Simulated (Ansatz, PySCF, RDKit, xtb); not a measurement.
**Solving GaBNH4F, step by step**

Given the formula GaBNH4F and nothing else, which arrangement of the atoms is the most stable in the gas at 298.15 K, and what are its properties?

Plan: many cheap relaxations first (GFN2-xTB), then density-functional screening, relaxation at B3LYP-D3(BJ)/def2-SVP, vibrations and a final energy. The numbers are computed, not measured.

14 further runs of the same task are left out: 2 for a known fault of the program, 12 set aside as unsound or not needed.

## 1. Possible bonding patterns

A program enumerates the bonding patterns with one Lewis structure each (two rings at most, one unusual centre or charged pair), with their diastereomers. O–O, O–halogen and N–halogen bonds and N–N–N chains are not drawn. That gives 23 candidates.

c003 N[BH2-][Ga+][F]; c009 [F][Ga@@H-]1[BH][NH2+]1; c035 [NH3+][B@H-](F)[Ga]; c054 N[B](F)[GaH2]; c092 F[BH2-][NH2+][Ga]; c153 FB[NH][GaH2]; c165 [NH3+][B@H-](F)[Ga] (triplet); c171 [BH2][Ga]([NH2])[F]; c277 [NH2][Ga+][BH2-]F; c329 F[BH2-][NH2+][Ga] (triplet); c342 N[B@H-](F)[GaH+]; c461 B=[NH+][GaH2-][F]; c532 [F][Ga]1[BH2-][NH2+]1; c561 B[NH][GaH][F]; c562 F[B]1[NH2+][GaH2-]1; c595 N[B+][GaH2-][F]; c719 F/B=[NH+]\[GaH3-]; c771 F[B@@H-]1[NH2+][GaH]1; c824 F/B=[NH+]/[GaH3-]; c874 [BH+][Ga@H-]([NH2])[F]; c959 N[BH][GaH][F]; c962 [NH2][GaH][BH]F.

Candidates are built by distance geometry, with a force field where one applies, in up to four conformers (letters a to d). 7 starts with atoms placed at random are added, to find patterns that the rules miss.

**Question.** With final energies at CCSD(T)/def2-TZVP, which structure will this search put lowest in free energy, and by what margin?

| quantity | value |
| --- | --- |
| lowest structure found | FB[NH][GaH2], singlet, Cs |
| next finalist | [BH2]1[NH2][Ga][F]1 ‡, singlet, 8.2 kcal/mol higher in G |
| share at equilibrium, among the finalists | 100.0 % |
| harmonic wavenumbers, lowest and highest (B3LYP-D3(BJ)/def2-SVP) | 103 and 3660 cm⁻¹ |
| rotational constants, same geometry | 0.3435, 0.1212, 0.09352 cm⁻¹ |
| dipole moment (PBE0/def2-TZVPD) | 1.78 D |
| HOMO energy (PBE0/def2-TZVPD) | -7.91 eV |
| LUMO energy (PBE0/def2-TZVPD) | -1.12 eV |
| HOMO–LUMO gap (PBE0/def2-TZVPD) | 6.79 eV |
| lowest excitation (TD-B3LYP/def2-SVPD) | 5.20 eV (f = 0.000) |
| strongest of the states computed, same level | 7.37 eV (f = 0.119) |
| lowest triplet excitation, same level, Tamm-Dancoff | 4.97 eV |
| vertical ionisation energy | 9.99 eV |
| vertical electron affinity | -0.35 eV (unbound: the value depends on the basis) |
| vertical triplet less singlet | +5.10 eV |

`FB[NH][GaH2]` comes out lowest. The margin of 8.2 kcal/mol over the next finalist is beyond the usual error of the last level; it says nothing of structures that weren't ranked. HF/def2-TZVP and MP2/def2-TZVP already put its bonding pattern lowest among the structures in one piece; B3LYP-D3(BJ)/def2-SVP favours the singlet [BH2]1[NH2][Ga][F]1 ‡. Lowest found is not proven lowest: the search is finite, and each finalist counts with one conformer. Patterns outside the rules of the enumeration were met only by chance.

‡ marks the bonded skeleton alone, with all bonds drawn single: no Lewis structure was assigned that passes a check against the bond lengths.
